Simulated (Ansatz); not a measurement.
# LiAlF4: the cost of one run

Computed with Ansatz 0.2.0 (DFT PBE, scalar-relativistic, plane waves, PAW, unless a step's input says otherwise).

1 further run of the same task is left out (set aside as unsound or not needed).

## (1) The starting structure

Symmetry: P6_3mc, No. 186, hexagonal system. Conventional cell: a = 5.824 Å, b = 5.824 Å, c = 9.511 Å, α = 90.00°, β = 90.00°, γ = 120.00°. Li (site symmetry 3m) has 4 F at 1.87 Å as nearest neighbours. Around Al (site symmetry 3m) lie 4 F at 1.70 Å. F (site symmetry m) has 1 Al at 1.70 Å and 1 Li at 1.87 Å as nearest neighbours. F (site symmetry 3m) is surrounded by 1 Al at 1.70 Å and 1 Li at 1.87 Å.

Structure file:

```cif
data_structure
_symmetry_space_group_name_H-M 'P6_3mc'
_symmetry_Int_Tables_number 186
_cell_length_a 5.8239
_cell_length_b 5.8239
_cell_length_c 9.5110
_cell_angle_alpha 90.000
_cell_angle_beta 90.000
_cell_angle_gamma 120.000
_cell_volume 279.37
loop_
_atom_site_label
_atom_site_type_symbol
_atom_site_symmetry_multiplicity
_atom_site_Wyckoff_symbol
_atom_site_fract_x
_atom_site_fract_y
_atom_site_fract_z
_atom_site_occupancy
Li1 Li 2 b 0.33333 0.66667 0.95874 1
Al1 Al 2 b 0.66667 0.33333 0.08376 1
F1 F 6 c 0.98365 0.49182 0.02451 1
F2 F 2 b 0.33333 0.66667 0.76201 1
```

The cell was relaxed beforehand at this level, from a generated guess; it needn't be the stable form of this composition. At a tolerance of 0.02 Å it has space group P6_3mc (No. 186); it has 23.28 Å³/atom, an uncorrected energy of -3.31 eV/atom over the elements.

## (2) Bands, states and charges

Input file input.yaml:

```yaml
crystal:
  lattice:
    - [5.8238673683, 0.0, 0.0]
    - [-2.9119336841, 5.0436170893, 0.0]
    - [0.0, 0.0, 9.5109613314]
  atoms:
    - { symbol: Li, position: [0.3333333333, 0.6666666667, 0.9587365775] }
    - { symbol: Li, position: [0.6666666667, 0.3333333333, 0.4587365775] }
    - { symbol: Al, position: [0.6666666667, 0.3333333333, 0.0837592034] }
    - { symbol: Al, position: [0.3333333333, 0.6666666667, 0.5837592034] }
    - { symbol: F, position: [0.9836453553, 0.4918226777, 0.0245139078] }
    - { symbol: F, position: [0.5081773223, 0.4918226777, 0.0245139078] }
    - { symbol: F, position: [0.5081773223, 0.0163546447, 0.0245139078] }
    - { symbol: F, position: [0.3333333333, 0.6666666667, 0.7620126156] }
    - { symbol: F, position: [0.6666666667, 0.3333333333, 0.2620126156] }
    - { symbol: F, position: [0.4918226777, 0.9836453553, 0.5245139078] }
    - { symbol: F, position: [0.4918226777, 0.5081773223, 0.5245139078] }
    - { symbol: F, position: [0.0163546447, 0.5081773223, 0.5245139078] }
basis:
  ecutwfc: 420
kpoints:
  mp_grid: { grid: [6, 6, 4] }
  band_path:
    path:
      - [[0.0, 0.0, 0.0], [0.5, 0.0, 0.0], [0.33333333, 0.33333333, 0.0], [0.0, 0.0, 0.0], [0.0, 0.0, 0.5], [0.5, 0.0, 0.5], [0.33333333, 0.33333333, 0.5], [0.0, 0.0, 0.5]]
      - [[0.5, 0.0, 0.5], [0.5, 0.0, 0.0]]
      - [[0.33333333, 0.33333333, 0.5], [0.33333333, 0.33333333, 0.0]]
    npoints: 10
hamiltonian:
  xc: pbe
scf:
  occupations: { method: gaussian, width: 0.02 }
  n_extra_bands: 30
output:
  forces: true
  stress: true
  eigenvalues: true
  populations: true
  dos: { projected: true, de: 0.02, nscf_kmesh: { grid: [9, 9, 6] } }
  bader: false
  write_density: true
  write_potential: true
  elf: true
  volumetric_format: npy
```

Command:

```sh
ansatz run input.yaml --threads 1 --pin off --max-ram 2560MiB --backend cpu --events-out ev --progress --plain --runs-dir out
```

What time and memory should one allow on 1 thread of Arm Neoverse V1, shared host?

About 3.4 min, with a peak of 1.1 GiB.
